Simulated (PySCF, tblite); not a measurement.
# C5H8ClF2 radical: geometry, infrared bands and EPR parameters

Wanted: the infrared bands and EPR parameters of C5H8ClF2 radical (`C[CH][C@H](Cl)CC(F)F`), by calculation.

Computed with tblite 0.8.0 and PySCF 2.14.0, with density-fitted response routines of our own, on a single molecule in the gas phase. Atoms are numbered from 0 throughout.

## (1) The starting structure

16 atoms, charge 0, multiplicity 2; geometry from: force field or distance geometry start.

Bonds of the start (Å): C0–C1 1.49, C1–C2 1.48, C2–Cl3 1.78, C2–C4 1.53, C4–C5 1.52, C5–F6 1.36, C5–F7 1.35, C0–H8 1.10, C0–H9 1.08, C0–H10 1.10, C1–H11 1.09, C2–H12 1.10, C4–H13 1.11, C4–H14 1.09, C5–H15 1.10.

## (2) Relaxing the molecule with GFN2-xTB

The job: settings as JSON, then the geometry in Å.

```
{"job": {"kind": "relax", "xc": "GFN2-xTB", "basis": "xTB"}, "charge": 0, "multiplicity": 2}
C      2.214600     1.278500     0.445200
C      1.368100     0.064400     0.261200
C     -0.107300     0.173400     0.174700
Cl    -0.777100     0.110400     1.823300
C     -0.701800    -0.937000    -0.686200
C     -2.189300    -0.754100    -0.929500
F     -2.400400     0.422900    -1.576800
F     -2.616200    -1.729900    -1.753600
H      2.129800     1.655200     1.470500
H      3.252300     1.046600     0.253300
H      1.896900     2.066200    -0.251200
H      1.820700    -0.912900     0.457600
H     -0.391900     1.156700    -0.229900
H     -0.195200    -0.938800    -1.673100
H     -0.520800    -1.915700    -0.253000
H     -2.790000    -0.777100    -0.003900
```

Launch:

```console
OMP_NUM_THREADS=1 python probes_run.py task.json out
```

One launch serves the whole session: the jobs run in the order shown.

**Question.** This job is followed by: GFN2-xTB harmonic vibrations, gas phase; UKS B3LYP, pcH-1 on C Cl F H, non-relativistic, mean-field spin-orbit, GIAO. Predict these results of the whole session: strongest single infrared mode (GFN2-xTB); zero-point energy (GFN2-xTB); g(iso) (B3LYP); ⟨S²⟩; largest a(iso) (averaged by class); potential on the surface of density 0.002 e/bohr³, 1st and 99th percentile.

The runs gave:

| quantity | value |
| --- | --- |
| strongest single infrared mode (GFN2-xTB) | 1032 cm⁻¹, 134 km/mol |
| zero-point energy (GFN2-xTB) | 74.1 kcal/mol |
| g(iso) (B3LYP) | 2.00411 |
| ⟨S²⟩ | 0.756 (exact 0.75) |
| largest a(iso) (averaged by class) | 13C on C1, 79.0 MHz |
| potential on the surface of density 0.002 e/bohr³, 1st and 99th percentile | -0.89 V and 1.16 V |

Over 95 steps the energy fell by 0.143 eV; of the close pairs, C2–Cl3 changed most, 1.781 to 1.956 Å. All 42 modes are real, so the xTB geometry is a minimum. The strongest single mode, at 1032 cm⁻¹, moves mainly C5. GFN2-xTB is a fitted tight-binding method: band positions and strengths are rough. Its intensities can rank the bands wrongly. Most of the unpaired spin sits on C1 (0.88 e). The isotropic g lies 1.8 ppt above the free-electron value. These values are for one conformer; the search (at its own cheap level) found 2 more, at 0.36, 0.38 kcal/mol, and measured spectra average over such forms.
